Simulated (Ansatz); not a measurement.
# BClH3NO: the cost of one run

Method: RKS BLYP-D4/def2-SVP, in Ansatz 0.2.0.

**1. Starting point**

Bond lengths: B1–N2 1.550 Å, N2–H3 1.060 Å, N2–H4 1.060 Å, B1–Cl5 1.860 Å, B1–O6 1.410 Å, O6–H7 1.010 Å. Angles: B1–N2–H3 120.0°, B1–N2–H4 120.0°, H3–N2–H4 120.0°, N2–B1–Cl5 120.0°, N2–B1–O6 120.0°, Cl5–B1–O6 120.0°, B1–O6–H7 109.5°.

As a file:

```xyz
7

B     0.0000    0.0000    0.0000
N     0.0000    0.0000    1.5500
H    -0.8770   -0.2713    2.0800
H     0.8770    0.2713    2.0800
Cl    1.6108    0.0000   -0.9300
O    -1.2211    0.0000   -0.7050
H    -1.7308   -0.8467   -0.4965
```

**2. Preparing the start**

Contents of input.yaml:

```yaml
crystal:
  periodic: [false, false, false]
  atoms:
    - { symbol: B, position_ang: [0.0, 0.0, 0.0] }
    - { symbol: "N", position_ang: [0.0, 0.0, 1.55] }
    - { symbol: H, position_ang: [-0.877, -0.2713, 2.08] }
    - { symbol: H, position_ang: [0.877, 0.2713, 2.08] }
    - { symbol: Cl, position_ang: [1.6108, 0.0, -0.93] }
    - { symbol: O, position_ang: [-1.2211, 0.0, -0.705] }
    - { symbol: H, position_ang: [-1.7308, -0.8467, -0.4965] }
basis:
  gaussian: { orbitals: def2-SVP }
hamiltonian:
  xc: blyp
  dispersion: d4
relax:
  f_tol: 0.02
  max_steps: 40
```

Command:

```bash
> ansatz run input.yaml --threads 1 --pin off --max-ram 2048MiB --backend cpu --events-out ev --progress --plain --runs-dir out
```

What time and memory should one allow on 1 thread of Arm Neoverse V2, shared host?

About 17 s, with a peak of 0.14 GiB.
